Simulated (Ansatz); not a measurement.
Run this with Ansatz's Python interface and show what comes out.

`plus_u.py`
```python
import warnings

import ansatz as az
import numpy as np
import pandas as pd


def count_gap(report):
    # lowest empty less highest filled band, counting bands; zero where they overlap
    return max(report.get("gap_by_band_count_ev") or 0.0, 0.0)

warnings.simplefilter("ignore", az.DeckWarning)

lattice = az.Lattice.of(
    [4.09769, 0.0, 0.0],
    [0.0, 4.09769, 0.0],
    [0.0, 0.0, 4.09769],
)
sites = [
    ("Eu", [0.5, 0.5, 0.5]),
    ("Hf", [0.0, 0.0, 0.0]),
    ("O", [0.5, 0.0, 0.0]),
    ("O", [0.0, 0.5, 0.0]),
    ("O", [0.0, 0.0, 0.5]),
]
cell = az.Crystal(lattice=lattice)
for symbol, position in sites:
    cell = cell.atom(symbol, position)
cell = cell.moments(Eu=7)

calc = cell.calculation()
calc = calc.functional(az.Functional.PBESOL)
calc = calc.basis(16 * az.Ha)
calc = calc.kpoints(6, 6, 6)
calc = calc.occupations("fermi_dirac", width=0.05).spin(az.SpinTreatment.COLLINEAR)
calc = calc.band_table()
rows = []
for u in [2.0, 4.0, 6.0, 8.0]:
    rep = calc.hubbard("Eu", "f", u_eff=u).run(threads=1).report
    shell = rep["hubbard"]["n_scf"]
    rows.append((u, count_gap(rep), sum(shell) / len(shell), max(abs(m) for m in rep["site_moments_mub"]), rep["n_iterations"]))
print(pd.DataFrame(rows, columns=["U_eff eV", "gap by band count eV", "Eu f occupation (projector)", "largest moment muB", "iterations"]).round(4).to_string(index=False))
print("eigenvalues of the first occupation matrix at the last U, by spin:")
for channel in rep["hubbard"]["n_eig"][0]:
    print("  ", " ".join(f"{n:.3f}" for n in channel))
```

```console
$ python plus_u.py
 U_eff eV  gap by band count eV  Eu f occupation (projector)  largest moment muB  iterations
      2.0                1.0048                       6.9880              6.8535          17
      4.0                1.8401                       6.9978              6.8670          16
      6.0                2.6447                       7.0020              6.8745          15
      8.0                3.1330                       7.0038              6.8792          16
eigenvalues of the first occupation matrix at the last U, by spin:
   0.996 0.999 0.999 0.999 0.999 0.999 0.999
   0.001 0.001 0.001 0.001 0.003 0.003 0.003
```

From U = 2 to 8 eV the largest site moment goes from 6.85 to 6.88 μB.

Reading the output:
- Open f shells: with a Hubbard U, without spin-orbit coupling; the state reached hangs on the start and needn't be the lowest.
- Semilocal gaps usually lie well under measured ones.
- An opening on this mesh may only mean that it misses a point where bands touch.
- This cell is a computed structure, which may not be the phase found in nature.
- Levels are Kohn-Sham eigenvalues on this mesh, without spin-orbit coupling.
- Shell occupations and the effect of U depend on the projectors; a run with no .spin step is spin-unpolarised, and each U may end in a state that isn't the lowest.
- The whole script took 96 s on 1 thread of Arm Neoverse V2, with other jobs on the host, peak memory 0.6 GiB.
